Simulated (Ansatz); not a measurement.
**TeCl₂: a ladder of functionals and wavefunction methods**

An exercise on one series of results from a longer session: the logs are not shown, and one member is left open.

Program: Ansatz 0.2.0, Gaussian basis. Level of theory: functionals in def2-TZVPP, the program's frozen cores in correlated methods. These are calculated values, not measurements.

The runs, in order: LDA (SPW92), PBE-D4, revPBE-D4, BLYP-D4, r2SCAN-D4, B97M-V, PBE0-D4, B3LYP-D4, r2SCANh-D4, r2SCAN0-D4, HSE06-D4, BHLYP-D4, CAM-B3LYP-D4, LC-ωPBE, ωB97X-V, ωB97M-V, B2PLYP, PBE-QIDH; CCSD(T)/def2-SVP; CCSD(T)/def2-TZVPP; CCSD(T)/def2-QZVPP; extrapolation to the limit; RPA on PBE.

## The geometry

The geometry comes from an earlier relaxation with PBE0-D4 in a triple-zeta def2 set; it is a stationary point. Te takes the def2 core potential; no spin-orbit term is included.

SMILES `Cl[Te]Cl`, 3 atoms, charge 0, spin multiplicity 1.

Atoms are counted from 1 here; the program's logs count them from 0.

Bond lengths: Cl1–Te2 2.320 Å, Te2–Cl3 2.320 Å. Angles: Cl1–Te2–Cl3 99.3°.

Set-up of the first run:

in.yaml reads:

```yaml
crystal:
  periodic: [false, false, false]
  atoms:
    - {symbol: Cl, position_ang: [1.000817, 1.372288, 0.699654]}
    - {symbol: Te, position_ang: [-0.812718, 0.429839, -0.397558]}
    - {symbol: Cl, position_ang: [-0.188099, -1.802127, -0.302106]}
basis:
  gaussian: {orbitals: def2-TZVPP}
hamiltonian: {xc: lda}
output: {orbitals: {seedname: orbitals}}
```

Run with:

```console
> ansatz run in.yaml --threads 2 --pin off --events-out ev --progress --plain --max-ram 32768MiB --backend cpu
```

Among the steps run: LDA; PBE-D4 (GGA); revPBE-D4 (GGA); BLYP-D4 (GGA); r2SCAN-D4 (meta-GGA); B97M-V (meta-GGA); PBE0-D4 (hybrid); B3LYP-D4 (hybrid); r2SCANh-D4 (hybrid); r2SCAN0-D4 (hybrid); HSE06-D4 (hybrid); BHLYP-D4 (hybrid); CAM-B3LYP-D4 (range-separated); LC-ωPBE (range-separated); ωB97X-V (range-separated); ωB97M-V (range-separated); B2PLYP (double hybrid); PBE-QIDH (double hybrid).

One of the session's tables, all rows but one given; the rest of the session is left out.

It belongs to the step «Orbital energies across the functionals». 

| functional | HOMO (eV) | LUMO (eV) | gap (eV) |
| --- | --- | --- | --- |
| LDA (SPW92) | -5.61 | -3.64 | 1.97 |
| PBE-D4 | ? | ? | ? |
| revPBE-D4 | -5.41 | -3.30 | 2.10 |
| BLYP-D4 | -5.29 | -3.26 | 2.02 |
| r2SCAN-D4 | -5.72 | -3.30 | 2.42 |
| B97M-V | -5.76 | -3.15 | 2.61 |
| PBE0-D4 | -6.60 | -2.60 | 4.00 |
| B3LYP-D4 | -6.37 | -2.80 | 3.57 |
| r2SCANh-D4 | -6.14 | -3.00 | 3.13 |
| r2SCAN0-D4 | -6.77 | -2.55 | 4.21 |
| HSE06-D4 | -6.21 | -2.98 | 3.23 |
| BHLYP-D4 | -7.59 | -1.69 | 5.90 |
| CAM-B3LYP-D4 | -7.87 | -1.55 | 6.32 |
| LC-ωPBE | -9.21 | -0.43 | 8.78 |
| ωB97X-V | -8.87 | -0.52 | 8.34 |
| ωB97M-V | -8.72 | -0.62 | 8.11 |

**Question.** Estimate the row for PBE-D4.

As computed: HOMO (eV): -5.45; LUMO (eV): -3.39; gap (eV): 2.06. In the column «HOMO (eV)» it lies between LDA (SPW92) (-5.61) and revPBE-D4 (-5.41).
